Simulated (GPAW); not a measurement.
**Ti4H2Se8O in GPAW: the effect of dispersion correction**

The system is Ti4H2Se8O, a slab with vacuum.

```
Se Ti O H
1.0
     7.07200    0.00000    0.00000
    -3.53600    6.12453    0.00000
     0.00000    0.00000   22.63054
Se Ti O H
8 4 1 2
Direct
  0.33333 0.16667 0.35350
  0.33333 0.66667 0.35350
  0.83333 0.16667 0.35350
  0.83333 0.66667 0.35350
  0.16667 0.33333 0.48892
  0.16667 0.83333 0.48892
  0.66667 0.33333 0.48892
  0.66667 0.83333 0.48892
  0.00000 0.00000 0.42121
  0.00000 0.50000 0.42121
  0.50000 0.00000 0.42121
  0.50000 0.50000 0.42121
  0.76218 0.90355 0.61278
  0.66667 0.83333 0.57818
  0.66667 0.83333 0.64738
```

* Program: GPAW 26.7.0
* Functional: PBE
* Potentials or basis: GPAW PAW data sets (gpaw-data 1.2.1)
* Cutoff: 600 eV
* Basis: pw
* k mesh: 3 × 3 × 1
* Occupations: fermi-dirac, width 0.05 eV
* Spin: no spin polarisation
* Task of each run: adsorb

The series moves dispersion correction from these settings.

```tsv
dispersion correction	interaction energy (eV)	energy per atom (eV/atom)
none	?	?
D3	0.1033	-5.603
D3(BJ)	0.0915	-5.725
D4	0.1116	-5.682
D3(BJ)-ATM	0.1036	-5.722
```

**Question.** What does the run at none give?

**Answer.** Interaction energy (eV) 0.2181; energy per atom (eV/atom) -5.477.

Caveat: the k mesh is coarse.
